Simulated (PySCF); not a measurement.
# CeCl3H3N (Ce(Cl)3(NH3)+): the cost of one run

The runs use PySCF 2.14.0; PBE0, Ce lcecp-2-SVP with ECP46, Cl def2-SVP, N def2-SVP, H def2-SVP; scalar-relativistic core potentials, no spin–orbit coupling.

1 further run of the same task is left out (for a known fault of the program).

## Step 1: Starting geometry

8 atoms, charge 1, spin multiplicity 1.

Bond lengths: Ce1–Cl2 2.574 Å, Ce1–Cl3 2.574 Å, Ce1–Cl4 2.574 Å, Ce1–N5 2.467 Å, N5–H6 1.020 Å, N5–H7 1.020 Å, N5–H8 1.020 Å. Angles: Cl2–Ce1–Cl3 109.5°, Cl2–Ce1–Cl4 109.5°, Cl2–Ce1–N5 109.5°, Cl3–Ce1–Cl4 109.5°, Cl3–Ce1–N5 109.5°, Cl4–Ce1–N5 109.5°, Ce1–N5–H6 113.0°, Ce1–N5–H7 113.0°, Ce1–N5–H8 113.0°, H6–N5–H7 105.8°, H6–N5–H8 105.8°, H7–N5–H8 105.8°.

As a file:

```xyz
8
CeCl3H3N
Ce    0.0000    0.0000    0.0000
Cl    1.4860    1.4860    1.4860
Cl   -1.4860   -1.4860    1.4860
Cl    1.4860   -1.4860   -1.4860
N    -1.4246    1.4246   -1.4246
H    -2.0378    2.0378   -0.8875
H    -0.8875    2.0378   -2.0378
H    -2.0378    0.8875   -2.0378
```

Formal oxidation states: Ce +4. The 4f shell is empty and lies in the core potential.

## Step 2: SCF at the start, singlet

run.py (the lines that set the calculation) reads:

```python
mol = gto.M(atom='''
Ce     0.00000     0.00000     0.00000
Cl     1.48600     1.48600     1.48600
Cl    -1.48600    -1.48600     1.48600
Cl     1.48600    -1.48600    -1.48600
N     -1.42460     1.42460    -1.42460
H     -2.03780     2.03780    -0.88750
H     -0.88750     2.03780    -2.03780
H     -2.03780     0.88750    -2.03780''',
    basis={'Ce': 'lcecp-2-SVP', 'Cl': 'def2-SVP', 'N': 'def2-SVP', 'H': 'def2-SVP'},
    ecp={'Ce': 'lcecp-2-SVP'},
    charge=1, spin=0)
mf = dft.RKS(mol, xc='PBE0')
mf.grids.atom_grid = (50, 194)  # f atoms: unpruned, at least (60, 302)
mf = mf.density_fit()  # fitting sets: Ce AutoAux, Cl def2-universal-JKFIT, N def2-universal-JKFIT, H def2-universal-JKFIT
mf.conv_tol = 1e-08; mf.max_cycle = 55
mf.kernel(dm0)  # dm0: free metal ions and neutral atoms
```

Command:

```bash
$ OMP_NUM_THREADS=2 python run.py
```

**Question.** How long does this run take on 2 threads of Arm Neoverse V1, shared host, and how much memory does it need?

About 3.9 s, with a peak of 0.63 GiB.
